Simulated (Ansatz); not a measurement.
# GeH3NO: the cost of one run

Program: the Python package of Ansatz 0.2.0. Level of theory: B3LYP/def2-SVP. These are calculated values, not measurements.

### 1 The structure

Bond lengths: N1–Ge2 1.800 Å, Ge2–O3 1.765 Å, N1–H4 1.042 Å, N1–H5 1.075 Å, O3–H6 1.008 Å. Angles: N1–Ge2–O3 108.6°, Ge2–N1–H4 106.3°, Ge2–N1–H5 108.9°, H4–N1–H5 101.0°, Ge2–O3–H6 106.2°.

No structure file is read: the coordinates are typed or built in the script.

### 2 Script

Contents of geh3no_opt.py:

```python
"""Minimum-energy structure of GeH3NO."""

import warnings

import ansatz as az
import numpy as np
import pandas as pd

GEOMETRY = """
N    -1.05130   -0.09440   -0.36430
Ge    0.60900   -0.78860   -0.41450
O     1.39360   -0.48270    1.13680
H    -1.43820   -0.18990   -1.32720
H    -0.97890    0.97450   -0.27830
H     1.50780    0.51710    1.20110
"""

warnings.simplefilter("ignore", az.DeckWarning)

mol = az.Crystal.molecule()
for line in GEOMETRY.strip().splitlines():
    symbol, *xyz = line.split()
    mol = mol.atom(symbol, [float(v) for v in xyz])

model = (
    mol.calculation()
    .basis(gaussian="def2-SVP")
    .functional("b3lyp")
)
symbols = [site.symbol for site in mol.cartesian_sites]
start = np.array([site.position_ang for site in mol.cartesian_sites], dtype=float)
def progress(event):
    if event["event"] == "relax_step":
        row = event["data"]
        print(f"step {row['step']:3d}  E = {row['lagrangian_ev']:.6f} eV  max force {row['allowed_force_max_ev_ang']:.4f} eV/A")


rep = model.relax(force_tolerance=0.02).session().plan().execute(on_event=progress).report
end = np.array(rep["positions_ang"])

print(f"E = {rep['free_energy_ev']:.6f} eV = {rep['free_energy_ev'] / 27.211386246:.7f} Ha")
print("converged:", rep["converged"], " doubts:", rep["published_state_doubts"] or "none")

print("bond        before    after (A)")
for i, j in [(0, 1), (0, 3), (0, 4), (1, 2), (2, 5)]:
    d0, d1 = (np.linalg.norm(xyz[i] - xyz[j]) for xyz in (start, end))
    print(f"{symbols[i]}{i}-{symbols[j]}{j}".ljust(10), f"{d0:8.4f} {d1:8.4f}")

charges = rep["charge_distribution"]
table = pd.DataFrame({"atom": symbols, "mulliken": charges["mulliken_charges_e"], "lowdin": charges["lowdin_charges_e"]})
print(table.round(3).to_string())
print("dipole (e A):", np.round(charges["dipole_moment_e_ang"], 4) + 0.0)
```

### 3 The input behind the calls

The engine receives this input:

```yaml
crystal:
  periodic: [false, false, false]
  atoms:
    - { symbol: "N", position_ang: [-1.0513, -0.0944, -0.3643] }
    - { symbol: Ge, position_ang: [0.609, -0.7886, -0.4145] }
    - { symbol: O, position_ang: [1.3936, -0.4827, 1.1368] }
    - { symbol: H, position_ang: [-1.4382, -0.1899, -1.3272] }
    - { symbol: H, position_ang: [-0.9789, 0.9745, -0.2783] }
    - { symbol: H, position_ang: [1.5078, 0.5171, 1.2011] }
basis:
  gaussian:
    orbitals: def2-SVP
hamiltonian:
  xc: b3lyp
relax:
  f_tol: 0.02
```

### 4 The run

Run with:

```
$ python geh3no_opt.py
```

Q: Estimate wall time and peak memory on 1 thread of Arm Neoverse V2, shared host.

About 23 s, with a peak of 0.25 GiB.
